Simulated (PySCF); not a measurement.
# CoF: a composite coupled-cluster curve

Aim: bond length, wavenumber and bond energy of CoF near the limit of CCSD(T), built from two basis sets and any small corrections listed.

Program: PySCF 2.14.0. Level of theory: CCSD(T) on ROHF, no relativity. These are calculated values, not measurements.

## Step 1: Set-up

```
molecule             : CoF
state                : triplet, unpaired electrons π ↑, δ ↑
smaller basis        : Co aug-cc-pVDZ, F aug-cc-pVDZ
larger basis         : Co aug-cc-pVTZ, F aug-cc-pVTZ
frozen core orbitals : 10
extrapolation        : correlation as n⁻³ (n = 2, 3), Hartree–Fock as (n+1)·exp(−9√n)
corrections          : none
distances (Å)        : 1.5479, 1.6182, 1.6886, 1.7589, 1.8293, 1.9172, 2.0052
masses (u)           : 58.9332, 18.9984
dissociation limit   : Co + F
```

Started as:

```bash
OMP_NUM_THREADS=4 python comp.py task.json out
```

## Step 2: Coupled cluster at each distance

Before running it: what results should come out? Wanted: for each run, Re; ωe; ωexe; αe; De.

The runs gave:

```
                   level  Re (Å)  ωe (cm⁻¹)  ωexe (cm⁻¹)  αe (cm⁻¹)  De (eV)
CCSD(T)/aug-cc-pVDZ(-PP)  1.7448      664.0         5.43    0.00372    3.783
CCSD(T)/aug-cc-pVTZ(-PP)  1.7414      656.8         5.14    0.00379    4.044
                  HF/CBS  1.8397      538.9         2.93    0.00272    0.569
                 MP2/CBS  1.7342      646.3         4.70    0.00442    4.879
                CCSD/CBS  1.7561      653.6         3.67    0.00301    3.823
             CCSD(T)/CBS  1.7426      651.6         5.00    0.00382    4.162
```

What this shows: The last step gives Re = 1.7426 Å, ωe = 651.6 cm⁻¹ and De = 4.162 eV; the smaller basis alone is off from it by +2.2 mÅ and -0.38 eV. Near the minimum the mean field binds by 0.51 eV and correlation adds 3.65 eV of binding. T1 is 0.153, large enough to doubt a single reference. Spin–orbit coupling and excitations beyond (T) are left out.
